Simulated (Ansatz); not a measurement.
# C₅H₆Se: ionisation energy by level of theory

An exercise on one series of results from a longer session: the logs are not shown, and one member is left open.

Computed with Ansatz 0.2.0, Gaussian basis. Level: unrestricted cation, the program's frozen cores in correlated methods.

The runs, in order: UKS PBE-D4/def2-TZVPP; UKS r2SCAN-D4/def2-TZVPP; UKS PBE0-D4/def2-TZVPP; UKS B3LYP-D4/def2-TZVPP; UKS wB97X-V/def2-TZVPP; UKS wB97M-V/def2-TZVPP; UKS B2PLYP/def2-TZVPP; UHF-CCSD(T)/def2-TZVPP; UHF-MP2/def2-QZVPP; extrapolation to the limit; then −ε(HOMO) from the neutral's earlier runs with LDA (SPW92), PBE-D4, revPBE-D4, BLYP-D4, r2SCAN-D4, B97M-V, PBE0-D4, B3LYP-D4, r2SCANh-D4, r2SCAN0-D4, HSE06-D4, BHLYP-D4, CAM-B3LYP-D4, LC-ωPBE, ωB97X-V, ωB97M-V.

## The geometry

All runs share one geometry, relaxed beforehand with PBE0-D4 in a triple-zeta def2 set.

SMILES `Cc1ccc[se]1`, 12 atoms, charge 0, spin multiplicity 1.

Atoms are counted from 1 here; the program's logs count them from 0.

Bond lengths: C1–C2 1.488 Å, C1–H7 1.092 Å, C1–H8 1.093 Å, C1–H9 1.093 Å, C2–C3 1.359 Å, C2–Se6 1.867 Å, C3–C4 1.424 Å, C3–H10 1.084 Å, C4–C5 1.355 Å, C4–H11 1.083 Å, C5–Se6 1.854 Å, C5–H12 1.079 Å. Angles: C2–C1–H7 109.8°, C2–C1–H8 111.9°, C2–C1–H9 111.9°, H7–C1–H8 107.9°, H7–C1–H9 107.9°, H8–C1–H9 107.4°, C1–C2–C3 127.9°, C1–C2–Se6 122.1°, C3–C2–Se6 110.0°, C2–C3–C4 115.9°, C2–C3–H10 121.5°, C4–C3–H10 122.6°, C3–C4–C5 114.9°, C3–C4–H11 122.7°, C5–C4–H11 122.5°, C4–C5–Se6 111.2°, C4–C5–H12 127.9°, Se6–C5–H12 121.0° and more.

The first run:

File in.yaml:

```yaml
crystal:
  periodic: [false, false, false]
  atoms:
    - {symbol: C, position_ang: [-0.420679, -0.723351, 1.849715]}
    - {symbol: C, position_ang: [-0.207178, -0.086133, 0.522519]}
    - {symbol: C, position_ang: [0.618752, -0.495336, -0.475525]}
    - {symbol: C, position_ang: [0.624083, 0.311959, -1.648337]}
    - {symbol: C, position_ang: [-0.202288, 1.384766, -1.604915]}
    - {symbol: Se, position_ang: [-1.105942, 1.468456, 0.011379]}
    - {symbol: H, position_ang: [0.204003, -1.614586, 1.935857]}
    - {symbol: H, position_ang: [-1.460922, -1.027845, 1.993077]}
    - {symbol: H, position_ang: [-0.160405, -0.050717, 2.671404]}
    - {symbol: H, position_ang: [1.232225, -1.383877, -0.375029]}
    - {symbol: H, position_ang: [1.240620, 0.087529, -2.510389]}
    - {symbol: H, position_ang: [-0.362250, 2.129145, -2.369776]}
basis:
  gaussian: {orbitals: def2-TZVPP}
total_charge: 1
magnetization: {spin_polarized: true, initial_magnetization: 1}
hamiltonian: {xc: pbe, dispersion: d4}
```

Run with:

```
$ ansatz run in.yaml --threads 2 --pin off --events-out ev --progress --plain --max-ram 32768MiB --backend cuda --devices 0, --max-vram 18GiB
```

Steps of the session up to this table: Cation, UKS PBE-D4/def2-TZVPP; Cation, UKS r2SCAN-D4/def2-TZVPP; Cation, UKS PBE0-D4/def2-TZVPP; Cation, UKS B3LYP-D4/def2-TZVPP; Cation, UKS wB97X-V/def2-TZVPP; Cation, UKS wB97M-V/def2-TZVPP; Cation, UKS B2PLYP (frozen core)/def2-TZVPP; Cation, UHF-CCSD(T)/def2-TZVPP; Cation, UHF-MP2/def2-QZVPP.

One table of the session follows, with a row left open; its other results are not shown here.

It belongs to the step «Ionisation energies side by side». For comparison, −ε(HOMO) of the neutral from earlier runs:

```
  functional  −ε(HOMO) (eV)
 LDA (SPW92)           5.70
      PBE-D4           5.51
   revPBE-D4           5.45
     BLYP-D4           5.33
   r2SCAN-D4           5.68
      B97M-V           5.66
     PBE0-D4           6.54
    B3LYP-D4           6.32
  r2SCANh-D4           6.07
  r2SCAN0-D4           6.66
    HSE06-D4           6.14
    BHLYP-D4           7.38
CAM-B3LYP-D4              ?
     LC-ωPBE           9.11
     ωB97X-V           8.75
     ωB97M-V           8.66
```

Q: Estimate the row for CAM-B3LYP-D4 from the others.

As computed: −ε(HOMO) (eV): 7.77. In the column «−ε(HOMO) (eV)» it lies between BHLYP-D4 (7.38) and ωB97M-V (8.66).
